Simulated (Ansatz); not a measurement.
# F2GeH2: the cost of one run

Method: RKS B3LYP/def2-SVP, in Ansatz 0.2.0.

### 1 The system as given

Bond lengths: Ge1–H2 1.750 Å, Ge1–F3 1.880 Å, Ge1–F4 1.679 Å, Ge1–H5 1.549 Å. Angles: H2–Ge1–F3 41.0°, H2–Ge1–F4 122.5°, H2–Ge1–H5 122.5°, F3–Ge1–F4 122.9°, F3–Ge1–H5 122.9°, F4–Ge1–H5 109.5°.

Structure file:

```xyz
5

Ge    0.0000    0.0000    0.0000
H     0.9646    0.0000    1.4601
F     1.8114    0.0000    0.5034
F    -0.7913    1.3709   -0.5594
H    -0.7300   -1.2648   -0.5162
```

### 2 A restrained relaxation towards end A

Springs on the bonds that form and break draw the guess towards this end; the thresholds are loose.

File input.yaml:

```yaml
crystal:
  periodic: [false, false, false]
  atoms:
    - { symbol: Ge, position_ang: [0.0, 0.0, 0.0] }
    - { symbol: H, position_ang: [0.9646, 0.0, 1.4601] }
    - { symbol: F, position_ang: [1.8114, 0.0, 0.5034] }
    - { symbol: F, position_ang: [-0.7913, 1.3709, -0.5594] }
    - { symbol: H, position_ang: [-0.73, -1.2648, -0.5162] }
basis:
  gaussian: { orbitals: def2-SVP }
hamiltonian:
  xc: b3lyp
relax:
  f_tol: 0.15
  max_steps: 25
  restrain:
    - { distance: [1, 2], at: 2.12, k: 30.0 }
    - { distance: [0, 1], at: 1.55, k: 30.0 }
    - { distance: [0, 2], at: 1.68, k: 30.0 }
output:
  orbitals: {}
```

The run is started by

```
$ ansatz run input.yaml --threads 1 --pin off --max-ram 2048MiB --backend cpu --events-out ev --progress --plain --runs-dir out
```

What time and memory should one allow on 1 thread of Arm Neoverse V1, shared host?

About 13 s, with a peak of 0.13 GiB.
